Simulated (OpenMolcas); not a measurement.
# Ti²⁺ among point charges: CASSCF levels and susceptibility

How does a field of 5 point charges split the states of Ti²⁺, and what χT follows?

Program: OpenMolcas 26.06. Level of theory: state-averaged CASSCF, spin-orbit coupling by RASSI with atomic mean-field integrals. These are calculated values, not measurements, unless marked.

1 further run of the same task is left out (it didn't finish).

**1. What is computed**

```
Species                           : Ti²⁺ (titanium, Z = 22, 20 electrons)
Basis                             : ANO-RCC-VDZP [5s4p2d1f], 34 functions
Scalar Hamiltonian                : DKH2, point nucleus
Inactive shells                   : 1s 2s 2p 3s 3p
Active space                      : 2 electrons in 5 orbitals (3d)
Some configurations of this space : 3d2
Orbitals                          : optimised for each spin and parity, averaged over all roots
```

The outer shells:

3d2
```
3d [↑ ][↑ ][  ][  ][  ]
```

The ion sits among 5 point charges of -1.5 e arranged as a square pyramid (C4v), 1.78 Å from the ion, with the axial distance 1.460 Å. The active orbitals were held to one l.

Each step is its own input file, run in one work folder so that later steps find the files of earlier ones. Labels, J, g values, rates, χT and fits are worked out afterwards by a script from the matrices that RASSI stores.

**2. Basis and integrals**

Input file a.inp:

```
&GATEWAY
Coord
1

Ti 0.0 0.0 0.0
Basis=ANO-RCC-VDZP
Group=NoSym
NoMove
AngMom=0.0 0.0 0.0
AMFI
XField
5 Angstrom 0
1.780000 0.000000 0.000000 -1.500000
0.000000 1.780000 0.000000 -1.500000
-1.780000 0.000000 0.000000 -1.500000
0.000000 -1.780000 0.000000 -1.500000
0.000000 0.000000 1.459600 -1.500000
&SEWARD
```

Launch:

```console
> OMP_NUM_THREADS=1 MOLCAS_MEM=1689 MOLCAS_PROJECT=a pymolcas a.inp > a.log
```

**3. CASSCF: triplets, 10 roots**

Input file a.inp:

```
&RASSCF
FileOrb=start.orb
Symmetry=1
Spin=3
nActEl=2 0 0
Inactive=9
Ras2=5
CIRoot=10 10 1
SDav=10
CIMx=300
Iter=120 100
PrWF=0.3
OrbListing=Nothing
MaxOrb=0
SupSym
1
10 10 11 12 13 14 23 24 25 26 27
>>> COPY $Project.JobIph JOB001
```

start.orb holds the contracted functions of the basis, ordered by shell, or the orbitals of the step before.

**4. Reference wave functions, singlets, 15 roots**

Input file a.inp:

```
&RASSCF
FileOrb=start.orb
Symmetry=1
Spin=1
nActEl=2 0 0
Inactive=9
Ras2=5
CIRoot=15 15 1
SDav=15
CIMx=300
Iter=120 100
PrWF=0.3
OrbListing=Nothing
MaxOrb=0
SupSym
1
10 10 11 12 13 14 23 24 25 26 27
>>> COPY $Project.JobIph JOB002
```

**5. RASSI: spin-orbit coupling between the states**

Input file a.inp:

```
&RASSI
NrOfJobIphs=2 10 15
1 2 3 4 5 6 7 8 9 10
1 2 3 4 5 6 7 8 9 10 11 12 13 14 15
IphNames
JOB001
JOB002
EJob
SpinOrbit
DIPRint=1.0
SOCoupling=1000.0
Subsets=2
Property=9
'ANGMOM' 1 'ANGMOM' 2 'ANGMOM' 3 'MLTPL  1' 1 'MLTPL  1' 2 'MLTPL  1' 3
'AMFI' 1 'AMFI' 2 'AMFI' 3
SOProperty=3
'ANGMOM' 1 'ANGMOM' 2 'ANGMOM' 3
```

**Question.** What will these runs give? Wanted: spin-free ground state; first state of the same spin within the active space; lowest level; next level.

As calculated:

```
                                            quantity                                value
                                              method                               CASSCF
                              spin-free ground state  triplet, 1-fold in its orbital part
first state of the same spin within the active space                 triplet at 3710 cm⁻¹
                                        lowest level                               1-fold
                                          next level                             1.9 cm⁻¹
                                         χT at 300 K                       1.03 cm³ K/mol
                           effective moment at 300 K                              2.87 μB
```

In words: The spin-free ground state (triplet) comes to 90 % from free-ion F terms and keeps the highest spin of the shell. χT at 300 K is 1.03, against 1.00 cm³ K/mol for the spin alone; near agreement at one temperature doesn't show that the orbital moment is quenched. The field of point charges can differ much from that of real complexes. This is an electrostatic model: the charges have no orbitals.
